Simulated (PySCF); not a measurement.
# C7H11Cl: the cost of one run

Computed with PySCF 2.14.0 and routines of our own; the level stands in each step. Atoms count from 0.

## 1. The starting structure

19 atoms, charge 0, multiplicity 1; geometry from: GFN2-xTB.

## 2. Vibronic structure: TDDFT PBE0/def2-SVP

The job: settings as JSON, then the geometry in Å.

```
{"job": {"kind": "vib", "xc": "PBE0", "basis": "def2-SVP", "tda": false}, "charge": 0, "multiplicity": 1}
C      2.843221     0.792698     0.137054
C      1.824825    -0.030120    -0.053531
C      0.553329     0.063822     0.675240
C     -0.288793    -1.162885     0.920265
C     -0.779817    -0.119566    -0.034871
C     -0.819870    -0.415013    -1.516779
C     -1.898468     0.777876     0.424634
Cl    -3.473614    -0.078563     0.342601
H      3.764826     0.693024    -0.408985
H      2.795599     1.598199     0.851253
H      1.906325    -0.831267    -0.774475
H      0.566314     0.807716     1.464197
H      0.057092    -2.099333     0.509987
H     -0.777870    -1.263020     1.877028
H     -0.561662     0.473934    -2.091065
H     -1.823215    -0.729519    -1.798574
H     -0.129372    -1.210105    -1.780293
H     -1.994564     1.656877    -0.213711
H     -1.774088     1.084494     1.462561
```

With the program's defaults for keys left out, this is: TDDFT PBE0/def2-SVP vertical-gradient vibronic structure (displaced harmonic oscillators, Condon), gas phase.

The run is started by

```
$ OMP_NUM_THREADS=1 python excited_run.py task.json out
```

This one command runs all jobs of the session in turn.

Q: Estimate the wall time and peak memory of this first job on 1 thread of AMD EPYC 7R43, shared host.

About 72 s, with a peak of 1.1 GiB.
